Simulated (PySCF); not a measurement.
**Solver options tried on SeN**

Do solver options change the result for SeN, or only the number of cycles?

Method: each script names its method and basis; program: PySCF 2.14.0.

1 further run of the same task is left out (it didn't finish).

## 1. The system as given

SeN: 2 atoms, charge 0, spin multiplicity 2.

Bond lengths: Se1–N2 1.593 Å.

## 2. The run that the others are compared with

Input file input.py:

```python
from pyscf import gto, dft

mol = gto.M(
    atom='Se 0 0 0; N 0 0 1.593',
    basis='aug-cc-pvdz',
    charge=0,
    spin=1,
    verbose=4,
)
mf = dft.ROKS(mol, xc='x3lyp')
mf.kernel()
g = mf.nuc_grad_method()
g.grid_response = True
g.kernel()
mf.dip_moment()
print('orbital energies (hartree):', mf.mo_energy[..., max(0, mol.nelec[1]-3):mol.nelec[0]+3].round(4))
```

On the command line:

```
$ python input.py
```

Its log is not repeated here.

In short: E(SCF) = -2456.098798 Eh, 10 cycles, μ = 2.17 D, gradient on the second atom -0.0669 Eh/bohr.

The bond length is a typed value, not an optimised one.

## 3. DIIS space 20

Run 1 changes DIIS space: default → 20.

Input file input.py:

```python
from pyscf import gto, dft

mol = gto.M(
    atom='Se 0 0 0; N 0 0 1.593',
    basis='aug-cc-pvdz',
    charge=0,
    spin=1,
    verbose=4,
)
mf = dft.ROKS(mol, xc='x3lyp')
mf.diis_space = 20
mf.kernel()
g = mf.nuc_grad_method()
g.grid_response = True
g.kernel()
mf.dip_moment()
print('orbital energies (hartree):', mf.mo_energy[..., max(0, mol.nelec[1]-3):mol.nelec[0]+3].round(4))
```

On the command line:

```
$ python input.py
```

## 4. Convergence threshold 1e-05 hartree

Run 2 changes convergence threshold: default → 1e-05 hartree.

Changes to input.py since step 2:

```diff
@@ -10,2 +10,3 @@
 mf = dft.ROKS(mol, xc='x3lyp')
+mf.conv_tol = 1e-05
 mf.kernel()
```

## 5. DIIS space 2

Run 3 changes DIIS space: default → 2.

Changes to input.py since step 2:

```diff
@@ -10,2 +10,3 @@
 mf = dft.ROKS(mol, xc='x3lyp')
+mf.diis_space = 2
 mf.kernel()
```

## 6. Smearing width 0.005 hartree

Run 4 changes smearing width: none → 0.005 hartree; step after the SCF: gradient → none.

Changes to input.py since step 2:

```diff
@@ -1,2 +1,2 @@
-from pyscf import gto, dft
+from pyscf import gto, dft, scf
 
@@ -10,6 +10,4 @@
 mf = dft.ROKS(mol, xc='x3lyp')
+mf = scf.addons.smearing_(mf, sigma=0.005, method='fermi')
 mf.kernel()
-g = mf.nuc_grad_method()
-g.grid_response = True
-g.kernel()
 mf.dip_moment()
```

## 7. Smearing width 0.001 hartree

Run 5 changes smearing width: none → 0.001 hartree; step after the SCF: gradient → none.

Changes to input.py since step 2:

```diff
@@ -1,2 +1,2 @@
-from pyscf import gto, dft
+from pyscf import gto, dft, scf
 
@@ -10,6 +10,4 @@
 mf = dft.ROKS(mol, xc='x3lyp')
+mf = scf.addons.smearing_(mf, sigma=0.001, method='fermi')
 mf.kernel()
-g = mf.nuc_grad_method()
-g.grid_response = True
-g.kernel()
 mf.dip_moment()
```

Q: Predict the outcome of this session. Wanted: for each run, E(SCF); from base; SCF dipole.

As calculated:

| run | E(SCF) (hartree) | from base (eV) | cycles | SCF dipole (D) |
| --- | --- | --- | --- | --- |
| base | -2456.098798 | 0 | 10 | 2.17 |
| DIIS space 20 | -2456.098798 | 0.0000 | 10 | 2.17 |
| convergence threshold 1e-05 hartree | -2456.098798 | 0.0000 | 7 | 2.17 |
| DIIS space 2 | -2456.098798 | 0.0000 | 16 | 2.17 |
| smearing width 0.005 hartree (poor choice) | -2456.062677 | not comparable | 9 | 2.29 |
| smearing width 0.001 hartree (poor choice) | -2456.062677 | not comparable | 9 | 2.29 |

Distance from each run's final energy (log10 hartree) by cycle:

| run | cycle 1 | cycle 2 | cycle 3 | cycle 5 | cycle 8 | cycle 12 |
| --- | --- | --- | --- | --- | --- | --- |
| base | -1.5 | -0.6 | -3.2 | -4.7 | -8.5 | done |
| DIIS space 20 | -1.5 | -0.6 | -3.2 | -4.7 | -8.5 | done |
| convergence threshold 1e-05 hartree | -1.5 | -0.6 | -3.2 | -4.7 | done | done |
| DIIS space 2 | -1.5 | -0.6 | -3.2 | -4.2 | -6.3 | -8.3 |
| smearing width 0.005 hartree (poor choice) | -1.6 | -0.5 | -3.4 | -6.6 | -9.9 | done |
| smearing width 0.001 hartree (poor choice) | -1.6 | -0.5 | -3.4 | -6.6 | -9.8 | done |

**Reading.** No change of the SCF energy comes from DIIS space 20 or convergence threshold 1e-05 hartree or DIIS space 2. The base needs 10 cycles and the run with DIIS space 2 needs 16. Rows marked «poor choice» come from settings spoiled on purpose.
